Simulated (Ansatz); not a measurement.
This script makes vertical spin-state energies of CH8Ge2Se, SMILES [CH3][GeH2][Se][GeH3] with Ansatz's Python interface.

Script `spin_ch8ge2se.py`:
```python
# -*- coding: utf-8 -*-
from dataclasses import dataclass
import logging
import sys

import ansatz as az

logging.basicConfig(stream=sys.stdout, format="%(levelname)s %(message)s")
logger = logging.getLogger("run")
logger.setLevel(logging.INFO)


@dataclass
class Settings:
    basis: str = "cc-pVDZ"
    level: str = "mp2"


cfg = Settings()


def main():
    ch8ge2se = (
        az.Crystal.molecule()
        .atom("C", (-2.5151, 0.1105, -0.2569))
        .atom("Ge", (-0.5972, -0.1743, -0.3958))
        .atom("Se", (0.4751, 0.8189, 1.4506))
        .atom("Ge", (2.5688, 0.1113, 0.6366))
        .atom("H", (-2.8892, -0.3486, 0.6811))
        .atom("H", (-2.7265, 1.1994, -0.2461))
        .atom("H", (-3.0217, -0.3569, -1.126))
        .atom("H", (-0.0724, 0.4682, -1.705))
        .atom("H", (-0.2998, -1.6954, -0.4091))
        .atom("H", (3.6849, 0.5751, 1.6069))
        .atom("H", (2.8102, 0.7268, -0.7654))
        .atom("H", (2.583, -1.435, 0.5294))
    )

    job = (
        ch8ge2se.calculation()
        .basis(gaussian=cfg.basis)
        .correlation(cfg.level)
    )
    found = {}
    for unpaired in [0, 2]:
        data = job.spin("collinear", total=unpaired).run(threads=1, backend="cpu").report
        s = unpaired / 2
        found[unpaired] = data["free_energy_ev"]
        logger.info(f"2S+1 = {unpaired + 1}: E = {found[unpaired]:.5f} eV, <S^2> = {abs(data['mean_field']['state']['spin_squared']):.3f} (pure state {s * (s + 1):.2f})")
    lowest = min(found, key=found.get)
    for unpaired, e in found.items():
        logger.info(f"multiplicity {unpaired + 1}: {(e - found[lowest]):.3f} eV above the lowest")


if __name__ == "__main__":
    main()
```

Which spin state is lowest at this geometry, and how far above lie the others?

In order: multiplicity 1 (+0.00 eV) and multiplicity 3 (+5.28 eV), all at the one geometry.

What the script printed:

Running `python spin_ch8ge2se.py` prints:
```text
INFO 2S+1 = 1: E = -179420.27041 eV, <S^2> = 0.000 (pure state 0.00)
INFO 2S+1 = 3: E = -179414.99453 eV, <S^2> = 2.017 (pure state 2.00)
INFO multiplicity 1: 0.000 eV above the lowest
INFO multiplicity 3: 5.276 eV above the lowest
```

Caveats:
- Total energies depend on the basis set; only differences at equal settings carry meaning.
- The geometry is a force-field or estimated start, not a minimum of this method, and the basis set is short of its limit. All parts are taken at fixed geometry, without zero-point energy.
- S² is that of the Hartree-Fock reference.
- Run time: 86 s on 1 thread of Arm Neoverse V1, with other jobs on the host, peak memory 0.71 GiB.
